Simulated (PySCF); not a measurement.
# H4MnN2 (Mn(NH2)2): the cost of one run

Computed with PySCF 2.14.0 and routines of our own; the level stands in each step. Atoms count from 0.

## (1) The system as given

7 atoms, charge 0, states of the metal's open shell are computed; geometry from: model start, shaken.

## (2) Optimising the geometry at PBE0-D3(BJ)/def2-TZVP

What the job is given:

```
{"job": {"xc": "PBE0", "basis": "def2-TZVP", "d3": "d3bj", "grid": 1, "maxiter": 45, "kind": "geom"}, "charge": 0, "metal": "Mn", "open_shell": "d5"}
Mn     0.000020     0.004480    -0.004110
N     -0.013360    -0.006820     1.935130
H      0.820900     0.020100     2.542620
H     -0.829310     0.007350     2.555350
N      0.001580    -0.013960    -1.950440
H      0.830430    -0.020160    -2.556860
H     -0.848520    -0.019340    -2.577630
```

On the command line:

```console
$ OMP_NUM_THREADS=1 python lf_run.py task.json out
```

One launch serves the whole session: the jobs run in the order shown.

Q: Estimate the wall time and peak memory of this first job on 1 thread of Arm Neoverse V1, shared host.

About 3.7 min, with a peak of 0.51 GiB.
